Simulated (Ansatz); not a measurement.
**SiGeH3 (doublet): the correlation ladder, cc-pVDZ**

One table from this session's results is given with a row withheld; the runs are named, their logs left out.

Computed with Ansatz 0.2.0, Gaussian basis. Level: cc-pVDZ, core rule «outside noble gas», up to 19 orbitals frozen.

To be run: UHF; CCSD(T) on ROHF; CCSD(T) on UHF; BCCD(T) on ROHF; CISD; CCSDT(Q) on ROHF; CCSDT(Q) on UHF.

21 further runs of the same task are left out: 9 that didn't finish, 12 set aside as unsound or not needed.

## What is computed

The geometry is a PBE0/def2-TZVP stationary point (not a proven minimum). No spin-orbit coupling is included. The filled d shell of Ge may be among the frozen orbitals whatever the setting's name suggests; the logs give the count.

5 atoms, charge 0, spin multiplicity 2.

Atoms are counted from 1 here; the program's logs count them from 0.

Bond lengths: Si1–Ge2 2.420 Å, Ge2–H3 1.550 Å, Ge2–H4 1.543 Å, Ge2–H5 1.543 Å. Angles: Si1–Ge2–H3 102.9°, Si1–Ge2–H4 116.0°, Si1–Ge2–H5 116.0°, H3–Ge2–H4 106.8°, H3–Ge2–H5 106.8°, H4–Ge2–H5 107.6°.

The first run:

Contents of in.yaml:

```yaml
crystal:
  periodic: [false, false, false]
  atoms:
    - {symbol: Si, position_ang: [0.006312, -0.000001, 1.781521]}
    - {symbol: Ge, position_ang: [0.001520, 0.000000, -0.638687]}
    - {symbol: H, position_ang: [-1.510450, -0.000015, -0.981329]}
    - {symbol: H, position_ang: [0.612502, 1.244920, -1.315333]}
    - {symbol: H, position_ang: [0.612528, -1.244907, -1.315334]}
basis:
  gaussian: {orbitals: cc-pVDZ}
magnetization: {spin_polarized: true, initial_magnetization: 1}
hamiltonian: {xc: hf}
output: {orbitals: {seedname: orbitals}}
```

Command:

```sh
ansatz run in.yaml --threads 1 --pin off --events-out ev --progress --plain --max-ram 2393MiB
```

Among the steps run: UHF; CCSD(T) on ROHF; CCSD(T) on UHF; BCCD(T) on ROHF; CISD; CCSDT(Q) on ROHF; CCSDT(Q) on UHF.

One table of the session follows, with a row left open; its other results are not shown here.

It belongs to the step «Misses and costs». 

```
   method  from UCCSDT(Q) (meV)
     ROHF               +5813.0
      UHF               +5687.6
     RMP2               +1366.8
     UMP2               +1455.3
     CISD                +685.4
    RCCSD                +187.4
    UCCSD                +188.7
 RCCSD(T)                 +40.0
 UCCSD(T)                 +42.0
  BCCD(T)                 +39.7
   RCCSDT                  +7.0
   UCCSDT                  +7.1
RCCSDT(Q)                     ?
UCCSDT(Q)                     0
```

Q: Estimate the row for RCCSDT(Q) from the others.

As computed: from UCCSDT(Q) (meV): +0.3. In the column «from UCCSDT(Q) (meV)» it lies between UCCSDT(Q) (0) and RCCSDT (+7.0).

With the free atoms at the same levels and basis (separate runs), the atomisation energy is 10.365 eV at UCCSDT(Q), 10.355 eV at RCCSD(T), 10.343 eV at UCCSD(T), 8.084 eV at ROHF.

Caveats from the session: Restricted and unrestricted rows rest on different reference determinants; where their highest levels disagree by more than a few hundredths of an eV, they describe different states and don't form one ladder.
